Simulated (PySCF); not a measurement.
**C3H7BrGe: electronic excitations**

Wanted: the electronic excitations of C3H7BrGe (`C/C(Br)=[CH]\[GeH3]`), by calculation.

Programs: PySCF 2.14.0, with density-fitted response routines of our own. Each step states its level of theory. These are calculated values for one molecule in the gas phase, unless marked as measured. Atoms are numbered from 0 throughout.

### 1 Starting geometry

12 atoms, charge 0, multiplicity 1; geometry from: GFN2-xTB.

Bonds of the start (Å): C0–C1 1.48, C1–Br2 1.93, C1–C3 1.32, C3–Ge4 1.95, C0–H5 1.09, C0–H6 1.09, C0–H7 1.09, C3–H8 1.08, Ge4–H9 1.49, Ge4–H10 1.49, Ge4–H11 1.49.

### 2 Excited states and response: CAM-B3LYP/def2-SVPD

What the job is given:

```
{"job": {"kind": "uv", "xc": "CAM-B3LYP", "basis": "def2-SVPD", "nstates": 8, "ntriplets": 3}, "charge": 0, "multiplicity": 1}
C     -1.379541    -0.841490     0.229753
C     -0.991523     0.523897    -0.204267
Br    -2.509804     1.646962    -0.615219
C      0.233199     1.005631    -0.329340
Ge     1.853453    -0.002308     0.056914
H     -0.488671    -1.420806     0.474184
H     -1.931289    -1.347980    -0.562957
H     -2.027763    -0.792377     1.105046
H      0.366425     2.026275    -0.661144
H      1.870768    -0.477882     1.474114
H      3.031202     0.882711    -0.168139
H      1.974743    -1.203320    -0.824973
```

Level: TDDFT CAM-B3LYP/def2-SVPD, vertical, gas phase, core orbitals frozen in the response.

On the command line:

```
$ OMP_NUM_THREADS=1 python probes_run.py task.json out
```

This one command runs all jobs of the session in turn.

Standard output:

```text
coarse grid: 47592 points
cycle   1  E = -4769.1355817100  dE = -1.210e+00  |g| = 4.982e-01  |ddm| = 5.222e+00
cycle   2  E = -4769.1379248550  dE = -2.343e-03  |g| = 5.158e-01  |ddm| = 1.754e+00
cycle   3  E = -4769.1774676079  dE = -3.954e-02  |g| = 6.711e-02  |ddm| = 1.074e+00
cycle   4  E = -4769.1784292730  dE = -9.617e-04  |g| = 3.492e-02  |ddm| = 1.605e-01
cycle   5  E = -4769.1786980433  dE = -2.688e-04  |g| = 5.706e-03  |ddm| = 6.273e-02
cycle   6  E = -4769.1787066099  dE = -8.567e-06  |g| = 1.217e-03  |ddm| = 1.531e-02
final grid: 97344 points
cycle   7  E = -4769.1786496999  dE = -4.177e-07  |g| = 1.027e-03  |ddm| = 6.497e-03
cycle   8  E = -4769.1786496137  dE =  8.614e-08  |g| = 1.308e-03  |ddm| = 3.739e-03
cycle   9  E = -4769.1786500050  dE = -3.913e-07  |g| = 1.305e-04  |ddm| = 2.122e-03
cycle  10  E = -4769.1786500107  dE = -5.653e-09  |g| = 6.598e-05  |ddm| = 3.228e-04
cycle  11  E = -4769.1786500126  dE = -1.871e-09  |g| = 9.002e-06  |ddm| = 2.734e-04
cycle  12  E = -4769.1786500126  dE = -2.819e-11  |g| = 2.561e-06  |ddm| = 2.205e-05
converged SCF energy = -4769.1786500126

Static polarisability (au): isotropic 91.494, principal 67.925 83.062 123.494

Singlet excitations
state   eV       nm        f      main configurations
  1   5.6159    220.8   0.00003   H->L+1 0.76, H->L+2 0.11
  2   6.1766    200.7   0.28001   H->L 0.94
  3   6.3792    194.4   0.02699   H-1->L+1 0.72, H-1->L+2 0.12
  4   6.5563    189.1   0.00121   H-1->L 0.89
  5   6.8662    180.6   0.01288   H->L+2 0.69, H->L+3 0.20
  6   7.1256    174.0   0.00157   H-2->L 0.86
  7   7.4377    166.7   0.00214   H-3->L+1 0.44, H->L+3 0.29
  8   7.5298    164.7   0.00013   H->L+3 0.27, H-3->L+1 0.22, H-3->L+2 0.11

Triplet excitations (Tamm-Dancoff, eV): 4.0855 5.1453 5.6926
```

Run time: 73 s. Hardware: 1 thread of Arm Neoverse N1, shared host; peak memory 0.91 GiB.

Frontier orbitals and where they lie:

| orbital | eV | atoms |
| --- | --- | --- |
| HOMO−3 | -10.53 | Br2 47 %, C1 18 %, C3 9 % |
| HOMO−2 | -10.46 | C3 24 %, Br2 24 %, Ge4 18 % |
| HOMO−1 | -9.50 | Br2 80 %, C3 6 %, C1 5 % |
| HOMO | -8.61 | Br2 39 %, C3 25 %, C1 22 % |
| LUMO | 0.43 | C1 28 %, C3 25 %, Ge4 17 % |
| LUMO+1 | 0.65 | Br2 48 %, Ge4 16 %, C1 15 % |
| LUMO+2 | 0.93 | Ge4 37 %, Br2 18 %, C0 7 % |

With each of the 8 states as a Gaussian band of 0.4 eV half-width at 1/e, the curve within the window shown has maxima at 200 nm (ε 12,000) L/(mol cm). Beyond the last state computed it falls off for lack of states. The curve at chosen wavelengths:

(nm, ε (L/mol/cm)): (158, 41), (162, 98), (165, 160), (169, 285), (172, 430), (176, 740), (179, 1167), (183, 2325), (186, 3879), (190, 6848), (193, 9283), (197, 11695), (200, 12249), (204, 11137), (207, 9306), (211, 6427), (214, 4453), (218, 2454), (221, 1459), (225, 669), (228, 352), (232, 139), (235, 66), (239, 23), (242, 10), (246, 3)

Ground-state properties from the same run:

| property | computed |
| --- | --- |
| dipole moment (D) | 1.48 |
| polarisability (Å³) | 13.56 |
| HOMO–LUMO gap (eV) | 9.04 |
| −ε(HOMO) (eV) | 8.61 |

### 3 Outcome

| quantity | value |
| --- | --- |
| lowest singlet (CAM-B3LYP/def2-SVPD) | 5.62 eV (221 nm), f = 0.000 |
| brightest single state of those computed | state 2, 6.18 eV, f = 0.280 |
| lowest triplet | 4.09 eV |

The first singlet state (HOMO→LUMO+1 0.76, HOMO→LUMO+2 0.11) lies at 5.62 eV and is dark; of the 8 states computed, the strongest absorption comes from state 2 at 6.18 eV. The lowest triplet lies 1.53 eV below the lowest singlet (triplets in Tamm-Dancoff, singlets in full TDDFT).
